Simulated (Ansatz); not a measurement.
# In4Sb3As: the cost of one run

Computed with Ansatz 0.2.0 (DFT PBE, scalar-relativistic, plane waves, PAW, unless a step's input says otherwise).

1 further run of the same task is left out (set aside as unsound or not needed). Runs told in other sessions of the task aren't counted.

## Step 1: The system as given

It takes space group P-43m (No. 215, cubic). Conventional cell: a = 6.526 Å, b = 6.526 Å, c = 6.526 Å, α = 90.00°, β = 90.00°, γ = 90.00°. Around In (site symmetry 3m) lie 1 As at 2.73 Å and 3 Sb at 2.86 Å. Around Sb (site symmetry -42m) lie 4 In at 2.86 Å. Around As (site symmetry -43m) lie 4 In at 2.73 Å.

Structure file:

```cif
data_structure
_symmetry_space_group_name_H-M 'P-43m'
_symmetry_Int_Tables_number 215
_cell_length_a 6.5262
_cell_length_b 6.5262
_cell_length_c 6.5262
_cell_angle_alpha 90.000
_cell_angle_beta 90.000
_cell_angle_gamma 90.000
_cell_volume 277.96
loop_
_atom_site_label
_atom_site_type_symbol
_atom_site_symmetry_multiplicity
_atom_site_Wyckoff_symbol
_atom_site_fract_x
_atom_site_fract_y
_atom_site_fract_z
_atom_site_occupancy
In1 In 4 e 0.24166 0.75833 0.24166 1
Sb1 Sb 3 c 0.00000 0.50000 0.50000 1
As1 As 1 a 0.00000 0.00000 0.00000 1
```

The cell was relaxed beforehand at this level, from a generated guess; it is a trial structure. At a tolerance of 0.05 Å it has space group P-43m (No. 215); it has 34.74 Å³/atom, an uncorrected energy of -0.14 eV/atom over the elements.

## Step 2: Static run: bands, density of states and charges

The input, input.yaml:

```yaml
crystal:
  lattice:
    - [6.5261802, 0.0, 0.0]
    - [0.0, 6.5261802, 0.0]
    - [0.0, 0.0, 6.5261802]
  atoms:
    - { symbol: In, position: [0.241665, 0.758335, 0.241665] }
    - { symbol: In, position: [0.241665, 0.241665, 0.758335] }
    - { symbol: In, position: [0.758335, 0.758335, 0.758335] }
    - { symbol: In, position: [0.758335, 0.241665, 0.241665] }
    - { symbol: Sb, position: [0.0, 0.5, 0.5] }
    - { symbol: Sb, position: [0.5, 0.5, 0.0] }
    - { symbol: Sb, position: [0.5, 0.0, 0.5] }
    - { symbol: As, position: [0.0, 0.0, 0.0] }
basis:
  ecutwfc: 420
kpoints:
  mp_grid: { grid: [6, 6, 6] }
  band_path:
    path:
      - [[0.0, 0.0, 0.0], [0.0, 0.5, 0.0], [0.5, 0.5, 0.0], [0.0, 0.0, 0.0], [0.5, 0.5, 0.5], [0.0, 0.5, 0.0]]
      - [[0.5, 0.5, 0.5], [0.5, 0.5, 0.0]]
    npoints: 14
hamiltonian:
  xc: pbe
scf:
  occupations: { method: gaussian, width: 0.1 }
  n_extra_bands: 20
output:
  forces: true
  stress: true
  eigenvalues: true
  populations: true
  dos: { projected: true, de: 0.02, nscf_kmesh: { grid: [8, 8, 8] } }
  bader: true
  write_density: true
  write_potential: true
  elf: true
  volumetric_format: npy
```

Command:

```console
ansatz run input.yaml --threads 4 --pin off --max-ram 8192MiB --backend cpu --events-out ev --progress --plain --runs-dir out
```

**Question.** How long does this run take on 4 threads of Intel Xeon 6975P-C (Granite Rapids), shared host, and how much memory does it need?

About 44 s, with a peak of 1.5 GiB.
